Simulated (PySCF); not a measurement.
# C₆H₈BO₂ radical: open-shell or spin-flip excitations

Aim: compute the open-shell or spin-flip excitations of C₆H₈BO₂ radical (`OB(O)[C@@]12[CH][C@@H]1CC=C2`).

Computed with PySCF 2.14.0 and routines of our own; the level stands in each step. Atoms count from 0.

## 1. The starting structure

17 atoms, charge 0, multiplicity 2; geometry from: GFN2-xTB.

## 2. Open-shell or spin-flip excitations: unrestricted TDDFT BHandHLYP/def2-SVP

Job settings and geometry (Å):

```
{"job": {"kind": "uabs", "xc": "BHandHLYP", "basis": "def2-SVP", "nstates": 10, "tda": false}, "charge": 0, "multiplicity": 2}
O     -1.945922     2.023982     0.417466
B     -1.760026     0.738575     0.053819
O     -2.717598     0.129432    -0.700322
C     -0.447902    -0.005742     0.504778
C     -0.356695    -1.480745     0.604487
C      0.420216    -0.859536    -0.455654
C      1.885165    -0.564151    -0.155245
C      1.798190     0.346167     1.038335
C      0.554854     0.645577     1.393820
H     -2.769118     2.399563     0.102426
H     -2.557146    -0.790073    -0.907581
H     -0.014247    -2.061853     1.437800
H      0.130696    -0.965488    -1.492113
H      2.379809    -0.069579    -0.995616
H      2.445869    -1.473380     0.076714
H      2.692648     0.709473     1.516890
H      0.254209     1.289808     2.199546
```

Level: unrestricted TDDFT BHandHLYP/def2-SVP, vertical, gas phase, core orbitals frozen in the response.

Launch:

```bash
$ OMP_NUM_THREADS=1 python excited_run.py task.json out
```

One launch serves the whole session: the jobs run in the order shown.

Output:

```text
coarse grid: 14736 points
cycle   1  E = -408.0224963483  dE =  1.905e+00  |g| = 5.586e-01  |ddm| = 3.193e+00
cycle   2  E = -408.0478873990  dE = -2.539e-02  |g| = 5.525e-01  |ddm| = 9.576e-01
cycle   3  E = -408.1581429510  dE = -1.103e-01  |g| = 4.427e-02  |ddm| = 4.781e-01
cycle   4  E = -408.1595612038  dE = -1.418e-03  |g| = 1.888e-02  |ddm| = 9.635e-02
cycle   5  E = -408.1598332473  dE = -2.720e-04  |g| = 7.047e-03  |ddm| = 3.337e-02
cycle   6  E = -408.1598935251  dE = -6.028e-05  |g| = 3.068e-03  |ddm| = 1.598e-02
cycle   7  E = -408.1599084914  dE = -1.497e-05  |g| = 1.746e-03  |ddm| = 9.417e-03
cycle   8  E = -408.1599117568  dE = -3.265e-06  |g| = 6.121e-04  |ddm| = 4.045e-03
final grid: 143848 points
cycle   9  E = -408.2177443147  dE = -2.883e-05  |g| = 2.004e-03  |ddm| = 1.676e-02
cycle  10  E = -408.2177449719  dE = -6.572e-07  |g| = 1.817e-03  |ddm| = 4.724e-03
cycle  11  E = -408.2177465462  dE = -1.574e-06  |g| = 2.050e-04  |ddm| = 2.195e-03
cycle  12  E = -408.2177465690  dE = -2.276e-08  |g| = 1.617e-04  |ddm| = 4.134e-04
cycle  13  E = -408.2177465851  dE = -1.610e-08  |g| = 3.728e-05  |ddm| = 2.153e-04
cycle  14  E = -408.2177465879  dE = -2.876e-09  |g| = 2.318e-05  |ddm| = 9.807e-05
cycle  15  E = -408.2177465895  dE = -1.592e-09  |g| = 1.300e-05  |ddm| = 8.315e-05
cycle  16  E = -408.2177465901  dE = -6.131e-10  |g| = 7.803e-06  |ddm| = 5.096e-05
converged SCF energy = -408.2177465901

Static polarisability (au): isotropic 70.443, principal 56.353 70.052 84.923

<S^2> of the reference = 0.7555 (exact 0.7500)

Excitations
state   eV       nm        f      <S^2>   main configurations
  1   3.3194    373.5   0.00331   1.903   Hb->Lb 0.43, Hb->L+1b 0.18, Ha->La 0.17
  2   3.8357    323.2   0.00646   1.512   Hb->Lb 0.37, Hb->L+1b 0.17, Ha->La 0.16, H-2b->Lb 0.14
  3   4.6766    265.1   0.00483   0.800   H-1b->Lb 0.89
  4   6.1149    202.8   0.01065   0.828   H-2b->Lb 0.74, Hb->Lb 0.14
  5   6.1669    201.0   0.01768   1.045   Ha->La 0.56, H-1a->La 0.17, Hb->L+1b 0.12
  6   6.9039    179.6   0.06681   1.373   Ha->L+2a 0.47, Hb->L+1b 0.18
  7   7.1051    174.5   0.02299   1.030   H-4b->Lb 0.63, H-1a->La 0.15
  8   7.1569    173.2   0.04579   0.842   H-1a->La 0.45, Hb->L+1b 0.21, H-4b->Lb 0.20
  9   7.2159    171.8   0.00333   1.091   Ha->L+1a 0.76
 10   7.3617    168.4   0.01514   2.239   Hb->L+3b 0.43, H-1a->L+2a 0.23
```

It took 54 s on 1 thread of AMD EPYC 7B13, shared host; peak memory 0.66 GiB.

Key values:

```tsv
quantity	value
⟨S²⟩	0.755
```

Löwdin spin populations:

O0 0.00; B1 0.02; O2 0.00; C3 0.01; C4 0.85; C5 0.00; C6 0.02; C7 0.06; C8 -0.01; H9 0.00; H10 0.00; H11 0.01; H12 0.02; H13 0.00; H14 0.00; H15 0.00; H16 0.00

## 3. Open-shell or spin-flip excitations: unrestricted TDDFT BHandHLYP/6-31+G*

Settings changed since step 2:

```diff
@@ -1,2 +1,2 @@
-{"job": {"kind": "uabs", "xc": "BHandHLYP", "basis": "def2-SVP", "nstates": 10, "tda": false}, "charge": 0, "multiplicity": 2}
+{"job": {"kind": "uabs", "xc": "BHandHLYP", "basis": "6-31+G*", "nstates": 6, "tda": false}, "charge": 0, "multiplicity": 2}
 O     -1.945922     2.023982     0.417466
```

With the program's defaults for keys left out, this is: unrestricted TDDFT BHandHLYP/6-31+G*, vertical, gas phase, core orbitals frozen in the response.

Output:

```text
coarse grid: 14736 points
cycle   1  E = -408.4314508529  dE =  2.001e+00  |g| = 5.458e-01  |ddm| = 5.073e+00
cycle   2  E = -408.4478525251  dE = -1.640e-02  |g| = 5.633e-01  |ddm| = 3.724e+00
cycle   3  E = -408.5646767739  dE = -1.168e-01  |g| = 4.554e-02  |ddm| = 2.130e+00
cycle   4  E = -408.5661697398  dE = -1.493e-03  |g| = 1.943e-02  |ddm| = 2.259e-01
cycle   5  E = -408.5664631266  dE = -2.934e-04  |g| = 7.103e-03  |ddm| = 9.366e-02
cycle   6  E = -408.5665321268  dE = -6.900e-05  |g| = 2.797e-03  |ddm| = 3.978e-02
cycle   7  E = -408.5665485929  dE = -1.647e-05  |g| = 1.456e-03  |ddm| = 2.209e-02
cycle   8  E = -408.5665510121  dE = -2.419e-06  |g| = 6.076e-04  |ddm| = 7.996e-03
final grid: 143848 points
cycle   9  E = -408.5193224536  dE = -1.964e-05  |g| = 2.349e-03  |ddm| = 5.952e-02
cycle  10  E = -408.5193230253  dE = -5.716e-07  |g| = 2.326e-03  |ddm| = 2.014e-02
cycle  11  E = -408.5193255131  dE = -2.488e-06  |g| = 1.872e-04  |ddm| = 7.759e-03
cycle  12  E = -408.5193255348  dE = -2.163e-08  |g| = 1.536e-04  |ddm| = 1.151e-03
cycle  13  E = -408.5193255505  dE = -1.576e-08  |g| = 4.092e-05  |ddm| = 7.255e-04
cycle  14  E = -408.5193255536  dE = -3.075e-09  |g| = 2.426e-05  |ddm| = 2.287e-04
cycle  15  E = -408.5193255552  dE = -1.622e-09  |g| = 1.404e-05  |ddm| = 1.613e-04
cycle  16  E = -408.5193255559  dE = -6.918e-10  |g| = 7.624e-06  |ddm| = 1.180e-04
converged SCF energy = -408.5193255559

Static polarisability (au): isotropic 78.787, principal 64.772 78.891 92.698

<S^2> of the reference = 0.7558 (exact 0.7500)

Excitations
state   eV       nm        f      <S^2>   main configurations
  1   3.2763    378.4   0.00510   1.673   Hb->Lb 0.50
  2   3.7750    328.4   0.00639   1.734   Hb->Lb 0.29, Hb->L+7b 0.13, H-2b->Lb 0.11
  3   4.5655    271.6   0.00619   0.814   H-1b->Lb 0.86
  4   5.6512    219.4   0.02459   0.998   Ha->La 0.73, Ha->L+1a 0.15
  5   5.8720    211.1   0.01154   1.030   Ha->L+2a 0.49
  6   5.9468    208.5   0.01083   0.870   H-2b->Lb 0.71, Hb->Lb 0.14
```

Wall time 51 s (1 thread of AMD EPYC 7B13, shared host); peak memory 0.69 GiB.

Key values:

```tsv
quantity	value
⟨S²⟩	0.756
```

## 4. What came out

| quantity | value |
| --- | --- |
| lowest and brightest state of nearly pure spin, of 10 (step 2, unrestricted TDDFT BHandHLYP/def2-SVP) | 4.68 eV; 7.16 eV, f = 0.046 |
| lowest and brightest state of nearly pure spin, of 6 (step 3, unrestricted TDDFT BHandHLYP/6-31+G*) | 4.57 eV; 5.95 eV, f = 0.011 |

What this shows: States whose ⟨S²⟩ lies well above the reference's are mixtures of spin states, an artefact of the unrestricted response, and are left out of the summary. The lowest state of nearly pure spin runs from 4.57 to 4.68 eV over the runs.
